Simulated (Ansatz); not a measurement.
**CH₆BFSi: how energies converge with the basis set**

The task here is to estimate one member of a computed series from the others.

Method: one geometry, several basis sets; program: Ansatz 0.2.0, Gaussian basis.

The runs, in order: PBE0-D4/def2-SVP; ωB97M-V/def2-SVP; PBE0-D4/def2-QZVPP; ωB97M-V/def2-QZVPP; the functionals' def2-TZVPP values are taken from earlier runs.

### The geometry

The geometry comes from an earlier relaxation with PBE0-D4 in a triple-zeta def2 set; it is a stationary point, not always the lowest conformer.

10 atoms, charge 0, spin multiplicity 1.

Atoms are counted from 1 here; the program's logs count them from 0.

Bond lengths: B1–C2 1.519 Å, B1–H5 1.198 Å, B1–H6 1.193 Å, C2–F3 1.391 Å, C2–Si4 1.941 Å, C2–H7 1.096 Å, Si4–H8 1.482 Å, Si4–H9 1.483 Å, Si4–H10 1.486 Å. Angles: C2–B1–H5 117.2°, C2–B1–H6 121.6°, H5–B1–H6 120.9°, B1–C2–F3 117.4°, B1–C2–Si4 99.8°, B1–C2–H7 116.6°, F3–C2–Si4 108.7°, F3–C2–H7 109.0°, Si4–C2–H7 103.6°, C2–Si4–H8 106.4°, C2–Si4–H9 108.8°, C2–Si4–H10 111.3°, H8–Si4–H9 111.2°, H8–Si4–H10 109.5°, H9–Si4–H10 109.5°.

As a file:

```
B     0.1442    1.3842   -0.4759
C     0.2424   -0.0860   -0.8442
F     1.4935   -0.5741   -1.2053
Si   -0.2725   -0.8865    0.8470
H    -0.9488    1.8195   -0.2505
H     1.1174    2.0515   -0.3006
H    -0.5067   -0.4673   -1.5482
H     0.2976   -2.2547    0.8546
H    -1.7529   -0.9220    0.9293
H     0.2689   -0.1158    1.9965
```

Set-up of the first run:

File in.yaml:

```yaml
crystal:
  periodic: [false, false, false]
  atoms:
    - {symbol: B, position_ang: [0.144182, 1.384184, -0.475900]}
    - {symbol: C, position_ang: [0.242391, -0.085981, -0.844177]}
    - {symbol: F, position_ang: [1.493481, -0.574140, -1.205347]}
    - {symbol: Si, position_ang: [-0.272509, -0.886494, 0.847048]}
    - {symbol: H, position_ang: [-0.948829, 1.819455, -0.250488]}
    - {symbol: H, position_ang: [1.117445, 2.051508, -0.300566]}
    - {symbol: H, position_ang: [-0.506692, -0.467266, -1.548182]}
    - {symbol: H, position_ang: [0.297596, -2.254666, 0.854601]}
    - {symbol: H, position_ang: [-1.752872, -0.921959, 0.929285]}
    - {symbol: H, position_ang: [0.268906, -0.115842, 1.996525]}
basis:
  gaussian: {orbitals: def2-SVP}
hamiltonian: {xc: pbe0, dispersion: d4}
output: {orbitals: {seedname: orbitals}}
```

Launch:

```console
$ ansatz run in.yaml --threads 2 --pin off --events-out ev --progress --plain --max-ram 4352MiB
```

Among the steps run: PBE0-D4 in def2-SVP; ωB97M-V in def2-SVP; PBE0-D4 in def2-QZVPP; ωB97M-V in def2-QZVPP.

One table of the session follows, with a row left open; its other results are not shown here.

```
functional       basis  HOMO (eV)
   PBE0-D4    def2-SVP          ?
   PBE0-D4  def2-TZVPP      -8.42
   PBE0-D4  def2-QZVPP      -8.44
   ωB97M-V    def2-SVP     -10.57
   ωB97M-V  def2-TZVPP     -10.68
   ωB97M-V  def2-QZVPP     -10.70
```

**Question.** Estimate the row for PBE0-D4, def2-SVP.

The run gave: HOMO (eV): -8.33. In the column «HOMO (eV)» it is the highest.
